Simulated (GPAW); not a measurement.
The system is NbTe.

```
CELL_PARAMETERS angstrom
3.42570 0.00000 0.00000
0.00000 3.42570 0.00000
0.00000 0.00000 3.42570
ATOMIC_POSITIONS crystal
Nb 0.50000 0.50000 0.50000
Te 0.00000 0.00000 0.00000
```

The cell was built by a generator and needn't be a form met in nature.

Base run:

```yaml
Program: GPAW 26.7.0
Functional: PBE
Potentials_or_basis: GPAW PAW data sets (gpaw-data 1.2.1)
Cutoff: 600 eV
Basis: pw
k_mesh: 8 × 8 × 8
Occupations: fermi-dirac, width 0.05 eV
Spin: no spin polarisation
Hubbard_terms: Nb d U = 2 eV
```

Its results: pressure 0.8 GPa.

**Question.** The run is repeated on the same cell with these changes: hubbard terms from Nb d U = 2 eV to Nb d U = 6 eV. What comes out?

**Answer.** Pressure 16.5 GPa.

Caveats: U without spin polarisation on a metal has little footing; the U is typed as a test and isn't derived for this compound.
